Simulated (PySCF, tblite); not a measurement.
# C₅H₈O₃: geometry, infrared bands and NMR shifts

Wanted: the infrared bands and NMR shifts of C₅H₈O₃ (`C[C@H](C=O)COC=O`), by calculation.

Programs: tblite 0.8.0 and PySCF 2.14.0, with density-fitted response routines of our own. Each step states its level of theory. These are calculated values for one molecule in the gas phase, unless marked as measured. Atoms count from 0, in the outputs and in this text.

**1. Starting geometry**

16 atoms, charge 0, multiplicity 1; geometry from: force field or distance geometry start.

Bonds of the start (Å): C0–C1 1.51, C1–C2 1.49, C2–O3 1.23, C1–C4 1.50, C4–O5 1.41, O5–C6 1.36, C6–O7 1.26, C0–H8 1.11, C0–H9 1.12, C0–H10 1.11, C1–H11 1.11, C2–H12 1.11, C4–H13 1.11, C4–H14 1.12, C6–H15 1.09.

**2. Optimising the geometry with GFN2-xTB**

Job settings and geometry (Å):

```
{"job": {"kind": "relax", "xc": "GFN2-xTB", "basis": "xTB"}, "charge": 0, "multiplicity": 1}
C     -1.041900    -1.131100    -0.222700
C     -0.396000     0.088700     0.401000
C     -1.481100     0.839500     1.091100
O     -1.701300     1.992600     0.722700
C      0.320900     0.932800    -0.605300
O      1.301000     0.130400    -1.223500
C      2.327300    -0.404500    -0.505100
O      2.534800    -0.267400     0.732200
H     -0.705400    -2.013900     0.356000
H     -2.157300    -1.101100    -0.101200
H     -0.743500    -1.253300    -1.288100
H      0.286200    -0.278000     1.197400
H     -2.087900     0.365800     1.895500
H     -0.373000     1.366600    -1.351500
H      0.856200     1.767300    -0.085600
H      3.053300    -1.025300    -1.024300
```

The run is started by

```
$ OMP_NUM_THREADS=1 python probes_run.py task.json out
```

One launch serves the whole session: the jobs run in the order shown.

**Question.** This job is followed by: GFN2-xTB harmonic vibrations, gas phase; GIAO PBE0/pcSseg-1 NMR shielding, non-relativistic, gas phase. Predict these results of the whole session: strongest single infrared mode (GFN2-xTB); zero-point energy (GFN2-xTB); 13C shifts against TMS (PBE0/pcSseg-1); 1H shifts against TMS (PBE0/pcSseg-1, means over atoms taken as alike); 17O shifts against H2O (PBE0/pcSseg-1).

As calculated:

```
                                                              quantity                                   value
                             strongest single infrared mode (GFN2-xTB)                   1787 cm⁻¹, 449 km/mol
                                          zero-point energy (GFN2-xTB)                           77.9 kcal/mol
                                13C shifts against TMS (PBE0/pcSseg-1)      207.6, 166.1, 68.2, 48.7, 12.9 ppm
1H shifts against TMS (PBE0/pcSseg-1, means over atoms taken as alike)  9.94, 8.09, 5.41, 3.63, 3.07, 1.24 ppm
                                17O shifts against H2O (PBE0/pcSseg-1)                 682.5, 448.4, 202.1 ppm
```

What this shows: The optimisation took 101 steps and gained 0.737 eV; among the close pairs (by a distance rule), C6–O7 changed most, from 1.262 to 1.195 Å. No mode is imaginary among the 42: a minimum at this level. The strongest single mode, at 1787 cm⁻¹, moves mainly C6 and O7. GFN2-xTB is a fitted tight-binding method: band positions and strengths are rough. Its intensities can rank the bands wrongly. The most deshielded carbon is C2 (aldehyde carbonyl carbon), at 207.6 ppm: low-lying n→π* states of the double bond to the heteroatom give a large paramagnetic term (-269 ppm). H12 (hydrogen on an aldehyde carbonyl carbon) lies farthest downfield among hydrogen, at 9.94 ppm; the C=O anisotropy and electron withdrawal place aldehyde protons far downfield. At PBE0/pcSseg-1: Shielding is most anisotropic at O3 (span 1358 ppm, paramagnetic term -747 ppm).
